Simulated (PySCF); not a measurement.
# CH3ClF2STi (SMILES C[S][Ti]([F])([F])[Cl]): levels of theory compared

Wanted: a comparison of 4 runs (HF/STO-3G, HF/3-21G, wB97M-V/6-31G*, SCS-MP2/6-31G*) of CH3ClF2STi. The job is set up through a Python script.

The results are computed with PySCF 2.14.0.

1 further run of the same task is left out (set aside as unsound or not needed).

## (1) The system as given

CH3ClF2STi has 9 atoms, charge 0, and is taken as a singlet. SMILES: `C[S][Ti]([F])([F])[Cl]`. The coordinates come from a PBE0-D4/def2-TZVP relaxation. This is one conformer, not always the lowest.

Bond lengths: C1–S2 1.821 Å, S2–Ti3 2.243 Å, Ti3–F4 1.750 Å, Ti3–F5 1.739 Å, Ti3–Cl6 2.192 Å, C1–H7 1.090 Å, C1–H8 1.090 Å, C1–H9 1.089 Å. Some angles: C1–S2–Ti3 97.5°, S2–Ti3–F4 107.5°, S2–Ti3–F5 106.3°, S2–Ti3–Cl6 107.8°, F4–Ti3–F5 113.6°, F4–Ti3–Cl6 108.6°, F5–Ti3–Cl6 112.7°, S2–C1–H7 107.0°, S2–C1–H8 111.6°, S2–C1–H9 109.7°.

## (2) The energy at HF/STO-3G (run 1)

The input, run.py:

```python
from pyscf import gto

molecule = gto.Mole()
molecule.atom = '''
C     -2.458534     0.857747     1.304100
S     -1.412948     1.145174    -1.962670
Ti     2.279766    -0.891573    -1.540505
F      1.645007    -3.821782    -0.144942
F      3.560811    -1.119663    -4.558964
Cl     4.655529     1.310714     1.039727
H     -4.504918     1.086026     1.301832
H     -2.003110    -0.992862     2.086825
H     -1.594551     2.338536     2.442093
'''
molecule.basis = 'sto-3g'
molecule.max_memory = 1860
molecule.verbose = 3
molecule.unit = 'bohr'
molecule.build()

myscf = molecule.RHF()
myscf.conv_tol = 1e-10
myscf.kernel()
if not myscf.converged:
    myscf = myscf.newton().run(myscf.mo_coeff, myscf.mo_occ)

energy = myscf.e_tot
print(f'total energy: {energy:.8f} hartree')
```

Started as:

```sh
OMP_NUM_THREADS=1 python run.py
```

Standard output:

```text
converged SCF energy = -1923.19574759692
total energy: -1923.19574760 hartree
```

Wall time 1.8 s (1 thread of Intel Xeon Platinum 8259CL at 2.50GHz (Skylake/Cascade Lake), shared host); peak memory 0.12 GiB.

## (3) A single-point energy at HF/3-21G (run 2)

The input, job.py:

```python
from pyscf import gto, scf

mol = gto.Mole()
mol.atom = '''
C       -1.301000       0.453900       0.690100
S       -0.747700       0.606000      -1.038600
Ti       1.206400      -0.471800      -0.815200
F        0.870500      -2.022400      -0.076700
F        1.884300      -0.592500      -2.412500
Cl       2.463600       0.693600       0.550200
H       -2.383900       0.574700       0.688900
H       -1.060000      -0.525400       1.104300
H       -0.843800       1.237500       1.292300
'''
mol.basis = '3-21g'
mol.max_memory = 1860
mol.verbose = 4
mol.spin = 0
mol.build()

mf = scf.RHF(mol)
mf.conv_tol = 1e-10
mf.kernel()
if not mf.converged:
    mf = mf.newton().run(mf.mo_coeff, mf.mo_occ)

etot = mf.e_tot
print(f'total energy: {etot:.8f} hartree')
```

Started as:

```sh
OMP_NUM_THREADS=1 python job.py
```

Standard output:

```text
PySCF version 2.14.0

[... 73 lines left out ...]
converged SCF energy = -1934.56261501987
total energy: -1934.56261502 hartree
```

It took 2.1 s on 1 thread of Intel Xeon Platinum 8259CL at 2.50GHz (Skylake/Cascade Lake), shared host; peak memory 0.15 GiB.

Run 3 isn't shown in full; the table further down has it.

## (4) The energy at SCS-MP2/6-31G(d) (spherical functions) (run 4)

The input, job.py:

```python
# C[S][Ti]([F])([F])[Cl]
from pyscf import gto, mp

mol = gto.M(
    atom='''
C     -2.458534     0.857747     1.304100
S     -1.412948     1.145174    -1.962670
Ti     2.279766    -0.891573    -1.540505
F      1.645007    -3.821782    -0.144942
F      3.560811    -1.119663    -4.558964
Cl     4.655529     1.310714     1.039727
H     -4.504918     1.086026     1.301832
H     -2.003110    -0.992862     2.086825
H     -1.594551     2.338536     2.442093
''',
    verbose=3,
    basis='6-31g*',
    unit='bohr',
    max_memory=1860,
)

myscf = mol.RHF()
myscf.conv_tol = 1e-10
myscf.kernel()
if not myscf.converged:
    myscf = myscf.newton().run(myscf.mo_coeff, myscf.mo_occ)

pt = mp.MP2(myscf, frozen=18).run()
etot = myscf.e_tot + 1.2 * pt.e_corr_os + pt.e_corr_ss / 3
print(f'total energy: {etot:.8f} hartree')
```

Started as:

```sh
OMP_NUM_THREADS=1 python job.py
```

Standard output:

```text
converged SCF energy = -1944.0389247848
E(RMP2) = -1945.10010078834  E_corr = -1.06117600354105
E(SCS-RMP2) = -1945.04887402949  E_corr = -1.00994924468548
total energy: -1945.04887403 hartree
```

Wall time 9.6 s (1 thread of Intel Xeon Platinum 8259CL at 2.50GHz (Skylake/Cascade Lake), shared host); peak memory 0.42 GiB.

## (5) Overview of the runs

```tsv
run	level	integration grid	nlc grid	energy (Eh)	dipole moment (D) of the reference	HOMO energy (eV)	LUMO energy (eV)	wall time
1	HF/STO-3G	–	–	-1923.195748	1.82	-7.45	6.63	1.8 s
2	HF/3-21G	–	–	-1934.562615	2.26	-10.99	0.14	2.1 s
3	wB97M-V/6-31G* (spherical functions)	5	1	-1947.417652	2.02	-9.93	-0.91	7.3 min
4	SCS-MP2/6-31G* (spherical functions)	–	–	-1945.048874	2.16	-10.67	0.65	9.6 s
```

## (6) Summary of results

```
                                           quantity           value
                                run 4: total energy  -1945.04887 Eh
        run 4: dipole moment (Hartree–Fock density)          2.16 D
         run 4: HOMO energy (Hartree–Fock orbitals)       -10.67 eV
         run 4: LUMO energy (Hartree–Fock orbitals)         0.65 eV
       run 4: HOMO–LUMO gap (Hartree–Fock orbitals)        11.33 eV
run 4: correlation energy (18 core orbitals frozen)     -1009.9 mEh
```

What this shows: Over runs 1, 2, 3 the dipole moment (its size) runs from 1.82 D (HF/STO-3G) to 2.26 D (HF/3-21G). Over runs 1, 2, 3 the HOMO–LUMO gap runs from 9.02 eV (wB97M-V/6-31G*) to 14.07 eV (HF/STO-3G). The two ends differ in method and basis. In run 1 the basis is minimal, so the values are rough. All runs together took 7.5 min, the longest 7.3 min.
